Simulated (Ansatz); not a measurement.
# Lu2C: a single-point run

Wanted: a converged single-point run for Lu2C, and a check of what comes out. The structure is shown as the input types it.

Method: DFT, PBEsol, PAW with Ansatz's default frozen-core files, scalar-relativistic, in Ansatz 0.2.0.

1 further run of the same task is left out (it didn't finish). Runs told in other sessions of the task aren't counted.

## Step 1: Starting point

Symmetry: Cm, No. 8, monoclinic system. The conventional cell has a = 6.053 Å, b = 3.495 Å, c = 6.176 Å, α = 90.00°, β = 109.07°, γ = 90.00°. Around Lu (site symmetry m) lie 3 C at 2.40 to 2.64 Å. Lu (site symmetry m) is surrounded by 3 C at 2.28 to 2.41 Å. C (site symmetry m) is surrounded by 6 Lu at 2.28 to 2.64 Å.

As a file:

```cif
data_structure
_symmetry_space_group_name_H-M 'Cm'
_symmetry_Int_Tables_number 8
_cell_length_a 6.0527
_cell_length_b 3.4945
_cell_length_c 6.1765
_cell_angle_alpha 90.000
_cell_angle_beta 109.066
_cell_angle_gamma 90.000
_cell_volume 123.47
loop_
_atom_site_label
_atom_site_type_symbol
_atom_site_symmetry_multiplicity
_atom_site_Wyckoff_symbol
_atom_site_fract_x
_atom_site_fract_y
_atom_site_fract_z
_atom_site_occupancy
Lu1 Lu 2 a 0.77213 0.00000 0.26639 1
Lu2 Lu 2 a 0.24083 0.00000 0.72248 1
C1 C 2 a 0.98704 0.50000 0.51112 1
```

## Step 2: Running it

The input, input.yaml:

```yaml
crystal:
  lattice:
    - [1.7472529933, 1.008776986, 5.837680867]
    - [-1.7472529933, 1.008776986, 5.837680867]
    - [0.0, -2.017553972, 5.837680867]
  atoms:
    - { symbol: Lu, position: [0.2778685915, 0.2278685915, 0.2278685915] }
    - { symbol: Lu, position: [0.75917277, 0.75917277, 0.75917277] }
    - { symbol: C, position: [0.4629586385, 0.5129586385, 0.5129586385] }
kpoints:
  mp_grid: { grid: [10, 10, 10] }
scf:
  occupations: { method: fixed }
  max_iter: 100
hamiltonian:
  xc: pbesol
  pseudopotentials: { kind: paw }
output:
  forces: true
  stress: true
  eigenvalues: true
  efg: { contact_densities: true }
  populations: true
```

Started as:

```console
$ ansatz run input.yaml --threads 1 --pin off --max-ram 3072MiB --backend cpu --events-out ev --progress --plain --runs-dir out
```

Q: Will this input give a usable result? If not, why, and what should change?

This run ends as converged, with warnings (band overlap at count, gradients without spin orbit, metallic iterate). That alone doesn't make the input a sound one.

The suspect setting: scf.occupations.method is fixed; scf.occupations.width is missing. The risk: fixed occupations where they can't hold. The run converged, but that does not make its result sound.

Run again and compare: set scf.occupations.method to fermi_dirac and scf.occupations.width to 0.05.
